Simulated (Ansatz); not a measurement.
# CH5Ga: the cost of one run

All numbers below are computed with Ansatz 0.2.0 (RKS PBE/def2-SVP).

### Step 1. The structure to begin with

Bond lengths: Ga1–C2 1.980 Å, C2–H3 1.110 Å, C2–H4 1.110 Å, C2–H5 1.110 Å, Ga1–H6 1.570 Å, Ga1–H7 1.570 Å. Angles: Ga1–C2–H3 109.5°, Ga1–C2–H4 109.5°, Ga1–C2–H5 109.5°, H3–C2–H4 109.4°, H3–C2–H5 109.4°, H4–C2–H5 109.4°, C2–Ga1–H6 120.0°, C2–Ga1–H7 120.0°, H6–Ga1–H7 120.0°.

Structure file:

```xyz
7

Ga    0.0000    0.0000    0.0000
C     0.0000    0.0000    1.9800
H    -0.9996   -0.3092    2.3505
H     0.7676   -0.7111    2.3505
H     0.2320    1.0203    2.3505
H     1.3596    0.0000   -0.7850
H    -1.3596    0.0000   -0.7850
```

### Step 2. Relaxing the start

File input.yaml:

```yaml
crystal:
  periodic: [false, false, false]
  atoms:
    - { symbol: Ga, position_ang: [0.0, 0.0, 0.0] }
    - { symbol: C, position_ang: [0.0, 0.0, 1.98] }
    - { symbol: H, position_ang: [-0.9996, -0.3092, 2.3505] }
    - { symbol: H, position_ang: [0.7676, -0.7111, 2.3505] }
    - { symbol: H, position_ang: [0.232, 1.0203, 2.3505] }
    - { symbol: H, position_ang: [1.3596, 0.0, -0.785] }
    - { symbol: H, position_ang: [-1.3596, 0.0, -0.785] }
basis:
  gaussian: { orbitals: def2-SVP }
hamiltonian:
  xc: pbe
relax:
  f_tol: 0.02
  max_steps: 40
output:
  orbitals: {}
```

Launch:

```bash
> ansatz run input.yaml --threads 1 --pin off --max-ram 2048MiB --backend cpu --events-out ev --progress --plain --runs-dir out
```

Q: Estimate wall time and peak memory on 1 thread of Arm Neoverse V2, shared host.

About 6.6 s, with a peak of 0.12 GiB.
